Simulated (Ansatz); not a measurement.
# LaC2: the cost of one run

Computed with Ansatz 0.2.0 (DFT PBEsol, scalar-relativistic, plane waves, PAW, unless a step's input says otherwise).

2 further runs of the same task are left out: 2 set aside as unsound or not needed.

## (1) The system as given

The structure is tetragonal, space group I4/mmm (No. 139). The conventional cell has a = 3.891 Å, b = 3.891 Å, c = 6.531 Å, α = 90.00°, β = 90.00°, γ = 90.00°. Around La (site symmetry 4/mmm) lie 10 C at 2.62 to 2.83 Å. C (site symmetry 4mm) has 1 C at 1.29 Å as nearest neighbours.

Structure file:

```xyz
3
Lattice="-1.9453 1.9453 3.2654 1.9453 -1.9453 3.2654 1.9453 1.9453 -3.2654" Properties=species:S:1:pos:R:3 pbc="T T T"
La    0.0000    0.0000    0.0000
C     0.0000    0.0000    2.6183
C     0.0000    0.0000    3.9124
```

It is the result of an earlier relaxation at this level (volume 16.47 Å³/atom; gap on the mesh: none (metal)).

## (2) Point at V/V0 = 0.97

File input.yaml:

```yaml
crystal:
  lattice:
    - [-1.9256037846, 1.9256037846, 3.2323738248]
    - [1.9256037846, -1.9256037846, 3.2323738248]
    - [1.9256037846, 1.9256037846, -3.2323738248]
  atoms:
    - { symbol: La, position: [0.0, 0.0, 0.0] }
    - { symbol: C, position: [0.4009193919, 0.4009193919, 0.0] }
    - { symbol: C, position: [0.5990806081, 0.5990806081, 0.0] }
basis:
  ecutwfc: 420
kpoints:
  mp_grid: { grid: [16, 16, 16] }
hamiltonian:
  xc: pbesol
scf:
  occupations: { method: gaussian, width: 0.1 }
output:
  forces: true
  stress: true
  eigenvalues: true
relax:
  adjacent_minimum: "off"
  f_tol: 0.01
  max_steps: 30
  cell: { stress_tol: 0.1, fix: [volume] }
```

Run with:

```bash
ansatz run input.yaml --threads 1 --pin off --max-ram 2560MiB --backend cpu --events-out ev --progress --plain --runs-dir out
```

Q: Estimate wall time and peak memory on 1 thread of Intel Xeon 6975P-C (Granite Rapids), shared host.

About 46 s, with a peak of 0.59 GiB.
